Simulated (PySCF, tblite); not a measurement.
# Si₂₆H₄₂: electronic excitations, NMR shifts, part 2 of 2

tblite 0.8.0 and PySCF 2.14.0. Atoms count from 0. The steps go on from the part before.

## 4. NMR shifts: GIAO KT3/pcSseg-1

Job settings and geometry (Å):

```
{"job": {"kind": "nmr", "xc": "KT3", "basis": "pcSseg-1", "pop": false}, "charge": 0, "multiplicity": 1}
Si     2.934930     6.277064    -0.343491
Si     1.038440     7.494527     0.269623
Si    -0.941628     6.323517    -0.270288
Si    -0.962959     4.043783     0.287389
Si     1.001067     2.862463    -0.269441
Si     2.912106     4.054149     0.343760
Si    -2.875770     2.861032    -0.334301
Si    -2.891672     0.635091     0.332119
Si    -0.992003    -0.576239    -0.277894
Si     0.991969     0.577408     0.276634
Si     2.881221    -7.483393    -0.319680
Si     0.941311    -6.322746     0.271342
Si    -1.038177    -7.493446    -0.268506
Si    -0.909088    -9.749197     0.340340
Si     1.031293   -10.833669    -0.353810
Si     2.943727    -9.710237     0.343986
Si     0.962766    -4.042630    -0.288329
Si    -1.001116    -2.860329     0.268697
Si    -2.911410    -4.052949    -0.343068
Si    -2.934275    -6.275396     0.344154
Si     2.893349    -0.632988    -0.333990
Si     2.876506    -2.859709     0.332834
Si     0.909678     9.749665    -0.340199
Si    -1.030848    10.833417     0.355496
Si    -2.944321     9.710716    -0.341487
Si    -2.880946     7.484284     0.322846
H      2.996568     6.304152    -1.815614
H      4.161722     6.988801     0.055298
H      1.038492     7.506088     1.756757
H     -0.932861     6.333509    -1.759917
H     -0.958295     4.052239     1.776288
H      0.993566     2.877260    -1.758822
H      2.984534     4.024241     1.815031
H      4.126055     3.326384    -0.062732
H     -2.935118     2.908748    -1.806066
H     -4.085846     3.593653     0.075411
H     -2.967125     0.593855     1.803133
H     -4.109993    -0.079831    -0.083807
H     -0.984700    -0.573699    -1.767381
H      0.986414     0.574674     1.766330
H      2.969787    -7.446409    -1.790218
H      4.075335    -6.740407     0.111837
H      0.931729    -6.331713     1.760929
H     -1.038124    -7.505065    -1.755510
H     -0.955535    -9.807312     1.812114
H     -2.123237   -10.478613    -0.059126
H      1.037855   -10.879094    -1.825910
H      1.047104   -12.257673     0.014192
H      3.001677    -9.764101     1.814711
H      4.180762   -10.397634    -0.059291
H      0.959643    -4.053181    -1.777485
H     -0.991644    -2.875199     1.757947
H     -2.984062    -4.023467    -1.814186
H     -4.125685    -3.325844     0.062867
H     -2.995137    -6.302988     1.816155
H     -4.161700    -6.986013    -0.054328
H      2.968390    -0.594803    -1.805470
H      4.112299     0.082228     0.081302
H      2.935938    -2.908389     1.804777
H      4.086525    -3.592320    -0.077885
H      0.955205     9.807951    -1.811909
H      2.124346    10.478906     0.057835
H     -1.035119    10.878390     1.827761
H     -1.046795    12.257933    -0.011124
H     -3.002543     9.766045    -1.812213
H     -4.180229    10.399095     0.063759
H     -2.968792     7.447840     1.793463
H     -4.074380     6.739872    -0.107649
```

Level: GIAO KT3/pcSseg-1 NMR shielding, non-relativistic, gas phase.

Output:

```text
start: PBE on a coarse grid of 65195 points
cycle   1  E = -7547.8857839204  dE =  6.102e-01  |g| = 4.436e-01  |ddm| = 8.025e+00
cycle   2  E = -7547.9219666268  dE = -3.618e-02  |g| = 2.773e-01  |ddm| = 9.554e-01
cycle   3  E = -7547.9382927826  dE = -1.633e-02  |g| = 1.309e-01  |ddm| = 6.683e-01
cycle   4  E = -7547.9456441076  dE = -7.351e-03  |g| = 2.397e-02  |ddm| = 3.403e-01
cycle   5  E = -7547.9458322759  dE = -1.882e-04  |g| = 1.177e-02  |ddm| = 6.854e-02
cycle   6  E = -7547.9458945131  dE = -6.224e-05  |g| = 2.520e-03  |ddm| = 2.378e-02
final grid: 490531 points
cycle   7  E = -7612.4196538447  dE = -1.414e-01  |g| = 6.117e-01  |ddm| = 1.513e+00
cycle   8  E = -7612.4340977386  dE = -1.444e-02  |g| = 2.887e-01  |ddm| = 6.880e-01
cycle   9  E = -7612.4395585967  dE = -5.461e-03  |g| = 3.528e-02  |ddm| = 2.887e-01
cycle  10  E = -7612.4400630040  dE = -5.044e-04  |g| = 7.243e-03  |ddm| = 7.615e-02
cycle  11  E = -7612.4400801559  dE = -1.715e-05  |g| = 1.885e-03  |ddm| = 2.096e-02
cycle  12  E = -7612.4400817407  dE = -1.585e-06  |g| = 6.007e-04  |ddm| = 4.582e-03
cycle  13  E = -7612.4400799563  dE =  1.784e-06  |g| = 1.546e-04  |ddm| = 1.427e-03
cycle  14  E = -7612.4400795747  dE =  3.815e-07  |g| = 6.122e-05  |ddm| = 4.427e-04
converged SCF energy = -7612.4400795747

GIAO shielding tensors (ppm)
atom      isotropic    diamagn.    paramagn.     s11        s22        s33       span
  0 Si     467.202     884.378    -417.177    444.345    467.505    489.755     45.410
  1 Si     475.206     886.482    -411.276    444.518    488.089    493.009     48.491
  2 Si     470.199     886.860    -416.661    432.480    484.124    493.993     61.513
  3 Si     467.988     889.269    -421.281    428.392    485.230    490.344     61.952
  4 Si     467.812     888.581    -420.769    426.663    484.257    492.518     65.855
  5 Si     470.215     887.202    -416.988    453.770    466.356    490.518     36.748
  6 Si     469.675     887.936    -418.260    451.850    467.143    490.033     38.184
  7 Si     469.894     888.416    -418.522    451.834    467.087    490.761     38.927
  8 Si     467.639     889.659    -422.020    425.973    485.395    491.551     65.578
  9 Si     467.484     889.654    -422.170    425.817    485.238    491.397     65.580
 10 Si     471.783     885.563    -413.780    454.448    469.897    491.004     36.557
 11 Si     470.157     886.867    -416.710    432.342    484.017    494.113     61.772
 12 Si     475.299     886.482    -411.183    444.508    488.171    493.219     48.711
 13 Si     468.493     881.255    -412.762    444.783    468.652    492.043     47.260
 14 Si     474.909     880.101    -405.192    454.938    477.266    492.523     37.584
 15 Si     474.443     881.723    -407.280    453.272    477.675    492.382     39.110
 16 Si     467.735     889.254    -421.520    428.059    485.047    490.098     62.038
 17 Si     467.904     888.576    -420.672    426.758    484.318    492.636     65.878
 18 Si     470.323     887.203    -416.879    453.827    466.492    490.651     36.824
 19 Si     467.251     884.377    -417.125    444.346    467.660    489.747     45.400
 20 Si     469.640     888.404    -418.764    451.523    466.810    490.587     39.063
 21 Si     469.474     887.926    -418.453    451.521    467.091    489.808     38.287
 22 Si     468.485     881.255    -412.770    444.825    468.503    492.128     47.303
 23 Si     474.888     880.078    -405.189    454.913    477.163    492.589     37.675
 24 Si     474.395     881.706    -407.311    453.298    477.656    492.230     38.932
 25 Si     471.805     885.572    -413.767    454.565    469.827    491.024     36.460
 26 H       28.140      32.652      -4.512     25.001     26.848     32.573      7.572
 27 H       28.004      30.763      -2.760     22.779     26.330     34.902     12.122
 28 H       28.120      33.605      -5.486     25.116     27.502     31.741      6.624
 29 H       28.108      35.158      -7.050     25.151     28.009     31.163      6.012
 30 H       28.005      37.428      -9.423     24.901     28.286     30.826      5.925
 31 H       28.001      37.001      -9.000     24.882     28.343     30.778      5.896
 32 H       28.195      34.303      -6.108     24.814     27.422     32.348      7.533
 33 H       28.019      33.600      -5.581     22.077     27.861     34.119     12.042
 34 H       28.208      35.516      -7.309     24.755     27.609     32.260      7.505
 35 H       27.987      35.014      -7.028     21.936     27.714     34.309     12.374
 36 H       28.205      35.710      -7.505     24.683     27.667     32.265      7.583
 37 H       28.007      34.929      -6.922     21.956     27.860     34.206     12.250
 38 H       27.989      37.912      -9.923     24.818     28.437     30.713      5.895
 39 H       27.985      37.911      -9.925     24.815     28.436     30.706      5.891
 40 H       28.284      32.268      -3.984     24.684     27.536     32.631      7.947
 41 H       28.057      31.555      -3.498     22.140     28.209     33.824     11.684
 42 H       28.107      35.164      -7.057     25.153     28.007     31.161      6.008
 43 H       28.121      33.608      -5.486     25.116     27.506     31.743      6.627
 44 H       28.223      28.375      -0.153     24.922     26.782     32.964      8.042
 45 H       28.063      26.523       1.540     23.026     26.359     34.804     11.778
 46 H       28.233      27.662       0.571     25.223     26.248     33.227      8.003
 47 H       28.074      24.137       3.938     23.597     25.122     35.504     11.907
 48 H       28.245      29.041      -0.795     25.232     26.272     33.232      8.000
 49 H       28.047      26.596       1.451     23.524     25.349     35.268     11.745
 50 H       27.999      37.418      -9.419     24.894     28.280     30.823      5.929
 51 H       28.003      36.998      -8.996     24.883     28.347     30.779      5.896
 52 H       28.198      34.303      -6.106     24.816     27.426     32.351      7.535
 53 H       28.022      33.600      -5.578     22.078     27.865     34.125     12.048
 54 H       28.142      32.651      -4.509     25.002     26.849     32.576      7.574
 55 H       28.006      30.759      -2.753     22.780     26.332     34.906     12.127
 56 H       28.197      35.706      -7.509     24.680     27.658     32.253      7.573
 57 H       27.998      34.920      -6.923     21.952     27.851     34.190     12.239
 58 H       28.202      35.513      -7.311     24.748     27.608     32.252      7.504
 59 H       27.982      35.012      -7.030     21.934     27.711     34.301     12.368
 60 H       28.224      28.380      -0.157     24.926     26.781     32.964      8.038
 61 H       28.064      26.524       1.540     23.029     26.358     34.804     11.776
 62 H       28.231      27.649       0.582     25.222     26.248     33.224      8.002
 63 H       28.073      24.124       3.949     23.595     25.122     35.502     11.907
 64 H       28.244      29.028      -0.784     25.232     26.267     33.232      8.000
 65 H       28.045      26.583       1.462     23.522     25.346     35.266     11.744
 66 H       28.284      32.272      -3.989     24.685     27.533     32.633      7.948
 67 H       28.059      31.559      -3.501     22.139     28.212     33.825     11.687
```

Run time: 40 s. Hardware: 4 threads of Arm Neoverse V1, shared host; peak memory 2 GiB.

Shifts follow as δ = σ(reference) − σ, with reference shieldings (ppm) from runs at the same level and on the same kind of geometry: ¹H TMS 31.76, ²⁹Si TMS 361.7. The references are single molecules in the gas phase. Atoms listed in one row are averaged.

```csv
atoms,environment,σ (ppm),δ (ppm)
"H35, H59",hydrogen on a silicon bonded to 2 Si,27.98,3.78
"H38, H39",hydrogen on a silicon bonded to 3 Si,27.99,3.77
"H30, H50",hydrogen on a silicon bonded to 3 Si,28.00,3.76
"H31, H51",hydrogen on a silicon bonded to 3 Si,28.00,3.76
"H37, H57",hydrogen on a silicon bonded to 2 Si,28.00,3.76
"H27, H55",hydrogen on a silicon bonded to 2 Si,28.00,3.76
"H33, H53",hydrogen on a silicon bonded to 2 Si,28.02,3.74
"H49, H65",hydrogen on a silicon bonded to 2 Si,28.05,3.71
"H41, H67",hydrogen on a silicon bonded to 2 Si,28.06,3.70
"H45, H61",hydrogen on a silicon bonded to 2 Si,28.06,3.70
"H47, H63",hydrogen on a silicon bonded to 2 Si,28.07,3.69
"H29, H42",hydrogen on a silicon bonded to 3 Si,28.11,3.65
"H28, H43",hydrogen on a silicon bonded to 3 Si,28.12,3.64
"H26, H54",hydrogen on a silicon bonded to 2 Si,28.14,3.62
"H32, H52",hydrogen on a silicon bonded to 2 Si,28.20,3.56
"H36, H56",hydrogen on a silicon bonded to 2 Si,28.20,3.56
"H34, H58",hydrogen on a silicon bonded to 2 Si,28.21,3.55
"H44, H60",hydrogen on a silicon bonded to 2 Si,28.22,3.54
"H46, H62",hydrogen on a silicon bonded to 2 Si,28.23,3.53
"H48, H64",hydrogen on a silicon bonded to 2 Si,28.24,3.52
"H40, H66",hydrogen on a silicon bonded to 2 Si,28.28,3.48
"Si0, Si19","silicon bonded to 2 Si, 2 H",467.2,-105.6
"Si8, Si9","silicon bonded to 3 Si, H",467.6,-105.9
"Si4, Si17","silicon bonded to 3 Si, H",467.9,-106.2
"Si3, Si16","silicon bonded to 3 Si, H",467.9,-106.2
"Si13, Si22","silicon bonded to 2 Si, 2 H",468.5,-106.8
"Si6, Si21","silicon bonded to 2 Si, 2 H",469.6,-107.9
"Si7, Si20","silicon bonded to 2 Si, 2 H",469.8,-108.1
"Si2, Si11","silicon bonded to 3 Si, H",470.2,-108.5
"Si5, Si18","silicon bonded to 2 Si, 2 H",470.3,-108.6
"Si10, Si25","silicon bonded to 2 Si, 2 H",471.8,-110.1
"Si15, Si24","silicon bonded to 2 Si, 2 H",474.4,-112.7
"Si14, Si23","silicon bonded to 2 Si, 2 H",474.9,-113.2
"Si1, Si12","silicon bonded to 3 Si, H",475.3,-113.6
```

Ring of atoms Si0, Si1, Si2, Si3, Si4, Si5: NICS(0) -2.2, NICS(1) -1.7, NICS(1)zz 7.2 ppm (means of both faces).

Ring of atoms Si1, Si2, Si22, Si23, Si24, Si25: NICS(0) -2.3, NICS(1) -1.8, NICS(1)zz 6.3 ppm (means of both faces).

Ring of atoms Si3, Si4, Si6, Si7, Si8, Si9: NICS(0) -2.3, NICS(1) -1.7, NICS(1)zz 7.4 ppm (means of both faces).

## 5. Results

What follows sums up all 2 parts.

| quantity | value |
| --- | --- |
| lowest singlet (PBE0/6-31G*) | 4.67 eV (265 nm), f = 0.000 |
| brightest single state of those computed | state 5, 4.84 eV, f = 0.819 |
| lowest triplet | 4.29 eV |
| ¹H shifts against TMS (KT3/pcSseg-1, means over atoms taken as alike) | 3.78, 3.77, 3.76, 3.76, 3.76, 3.76, 3.74, 3.71, 3.70, 3.70, 3.69, 3.65, 3.64, 3.62 ppm and more |
| ²⁹Si shifts against TMS (KT3/pcSseg-1, means over atoms taken as alike) | -105.6, -105.9, -106.2, -106.2, -106.8, -107.9, -108.1, -108.5, -108.6, -110.1, -112.7, -113.2, -113.6 ppm |

The lowest singlet, at 4.67 eV, is HOMO→LUMO+1 0.85 and is dark; of the 6 states computed, the strongest absorption comes from state 5 at 4.84 eV (the last state computed is bright too, and its partners may lie past the list). The lowest triplet lies 0.38 eV below the lowest singlet (triplets in Tamm-Dancoff, singlets in full TDDFT).
